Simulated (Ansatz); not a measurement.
# AlFH6O2Si2: the cost of one run

Computed with Ansatz 0.2.0, Gaussian basis. Level: the settings change from run to run.

## 1. The molecule

The structure was relaxed beforehand with PBE0-D4 in a triple-zeta def2 set.

SMILES `[F][Al]([O][SiH3])[O][SiH3]`, 12 atoms, charge 0, spin multiplicity 1.

Atoms are counted from 1 here; the program's logs count them from 0.

Bond lengths: F1–Al2 1.638 Å, Al2–O3 1.662 Å, Al2–O5 1.662 Å, O3–Si4 1.626 Å, Si4–H7 1.486 Å, Si4–H8 1.486 Å, Si4–H9 1.486 Å, O5–Si6 1.626 Å, Si6–H10 1.486 Å, Si6–H11 1.486 Å, Si6–H12 1.486 Å. Angles: F1–Al2–O3 119.1°, F1–Al2–O5 119.1°, O3–Al2–O5 121.8°, Al2–O3–Si4 178.8°, O3–Si4–H7 109.9°, O3–Si4–H8 109.9°, O3–Si4–H9 109.7°, H7–Si4–H8 109.0°, H7–Si4–H9 109.0°, H8–Si4–H9 109.2°, Al2–O5–Si6 178.6°, O5–Si6–H10 109.9°, O5–Si6–H11 109.8°, O5–Si6–H12 109.9°, H10–Si6–H11 109.0°, H10–Si6–H12 109.0°, H11–Si6–H12 109.2°.

## 2. RPBE/x2c-TZVPPall

This run has D3(BJ) dispersion.

Contents of in.yaml:

```yaml
crystal:
  periodic: [false, false, false]
  atoms:
    - {symbol: F, position_ang: [-2.785674, 0.161342, -0.098992]}
    - {symbol: Al, position_ang: [-1.151150, 0.064067, -0.041189]}
    - {symbol: O, position_ang: [-0.414585, -1.385357, -0.387803]}
    - {symbol: Si, position_ang: [0.274064, -2.818277, -0.728351]}
    - {symbol: O, position_ang: [-0.274186, 1.417504, 0.362169]}
    - {symbol: Si, position_ang: [0.548688, 2.761155, 0.763339]}
    - {symbol: H, position_ang: [1.741161, -2.648565, -0.895462]}
    - {symbol: H, position_ang: [-0.295484, -3.367824, -1.986116]}
    - {symbol: H, position_ang: [0.019767, -3.773721, 0.381177]}
    - {symbol: H, position_ang: [2.001668, 2.554713, 0.528157]}
    - {symbol: H, position_ang: [0.329713, 3.074165, 2.199535]}
    - {symbol: H, position_ang: [0.083016, 3.905600, -0.062362]}
basis:
  gaussian: {orbitals: x2c-TZVPPall}
hamiltonian: {xc: {name: RPBE}, dispersion: d3bj}
```

Started as:

```console
ansatz run in.yaml --threads 4 --pin off --events-out ev --progress --plain --max-ram 11315MiB
```

Q: Estimate wall time and peak memory on 4 threads of Intel Xeon Platinum 8259CL at 2.50GHz, shared host.

About 3.9 s, with a peak of 0.54 GiB.
